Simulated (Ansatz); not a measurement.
# PmO: the cost of one run

Computed with Ansatz 0.2.0 (DFT LDA+U (U_eff = 7 eV on Pm f), plane waves, PAW, no spin–orbit coupling unless a run says so, unless a step's input says otherwise).

1 further run of the same task is left out (it didn't finish). Runs told in other sessions of the task aren't counted.

## (1) The system as given

It takes space group R-3m (No. 166, trigonal). Conventional cell: a = 2.423 Å, b = 2.423 Å, c = 11.595 Å, α = 90.00°, β = 90.00°, γ = 120.00°. Pm (site symmetry -3m) has 6 O at 2.39 Å and 6 Pm at 2.42 Å in its first shell of neighbours. O (site symmetry -3m) is surrounded by 6 Pm at 2.39 Å and 6 O at 2.42 Å.

Coordinates:

```cif
data_structure
_symmetry_space_group_name_H-M 'P 1'
_symmetry_Int_Tables_number 1
_cell_length_a 4.1105
_cell_length_b 4.1105
_cell_length_c 4.1105
_cell_angle_alpha 34.281
_cell_angle_beta 34.281
_cell_angle_gamma 34.281
_cell_volume 19.65
loop_
_atom_site_label
_atom_site_type_symbol
_atom_site_fract_x
_atom_site_fract_y
_atom_site_fract_z
_atom_site_occupancy
Pm1 Pm 0.50000 0.50000 0.50000 1
O1 O 0.00000 0.00000 0.00000 1
```

An earlier series on this cell reached its lowest free state from «ferromagnetic start, free, natural orbitals of the symmetric run filled by rank», perhaps among other starts.

## (2) No spin polarisation

input.yaml reads:

```yaml
crystal:
  lattice:
    - [1.2114095, 0.6994076, 3.86515748]
    - [-1.2114095, 0.6994076, 3.86515748]
    - [0.0, -1.3988152, 3.86515748]
  atoms:
    - { symbol: Pm, position: [0.5, 0.5, 0.5] }
    - { symbol: O, position: [0.0, 0.0, 0.0] }
basis:
  ecutwfc: 600
  ecutrho_ratio: 5
kpoints:
  mp_grid: { grid: [9, 9, 9] }
hamiltonian:
  xc: lda
  hubbard: { sites: [{ site: 0, l: f, u_eff: 7.0 }] }
scf:
  occupations: { method: gaussian, width: 0.05 }
  lower_state_search: "off"
  max_iter: 150
output:
  forces: true
  stress: true
  eigenvalues: true
  populations: true
  hubbard: { sites: [{ site: 0, l: f }] }
```

Started as:

```
$ ansatz run input.yaml --threads 2 --pin off --max-ram 3072MiB --backend cpu --events-out ev --progress --plain --runs-dir out
```

What time and memory should one allow on 2 threads of Intel Xeon Platinum 8259CL at 2.50GHz (Skylake/Cascade Lake), shared host?

About 11 s, with a peak of 0.47 GiB.
